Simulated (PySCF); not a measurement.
# C3H6BF: the cost of one run

Computed with PySCF 2.14.0, with density-fitted response routines of our own, on a single molecule in the gas phase. Atoms are numbered from 0 throughout.

## 1. Starting geometry

11 atoms, charge 0, multiplicity 1; geometry from: GFN2-xTB. The atoms were then displaced at random by about 0.01 Å, so the start is not that level's minimum.

Bonds of the start (Å): B0–C1 1.57, C1–C2 1.52, C1–C3 1.37, C3–F4 1.31, B0–H5 1.17, B0–H6 1.15, C2–H7 1.06, C2–H8 1.09, C2–H9 1.10, C3–H10 1.08.

## 2. Geometry optimisation at PBE0-D3(BJ)/def2-SVP

What the job is given:

```
{"job": {"xc": "PBE0", "basis": "def2-SVP", "d3": "d3bj", "grid": 1, "shake": 0.01, "kind": "geom"}, "charge": 0, "multiplicity": 1}
B      0.375600    -1.542150     0.507170
C      0.131620    -0.036870     0.113690
C     -1.195760     0.638050     0.403250
C      1.115100     0.701640    -0.485630
F      2.289080     0.216440    -0.810510
H     -0.504530    -2.094660     1.042180
H      1.376100    -2.046840     0.259310
H     -1.967670     0.113080    -0.091770
H     -1.186740     1.683870     0.104910
H     -1.375850     0.604260     1.491620
H      0.981140     1.737370    -0.764960
```

Launch:

```bash
$ OMP_NUM_THREADS=1 python probes_run.py task.json out
```

One launch serves the whole session: the jobs run in the order shown.

**Question.** How long does this first job take on 1 thread of Arm Neoverse V1, shared host, and how much memory does it need?

About 26 s, with a peak of 0.41 GiB.
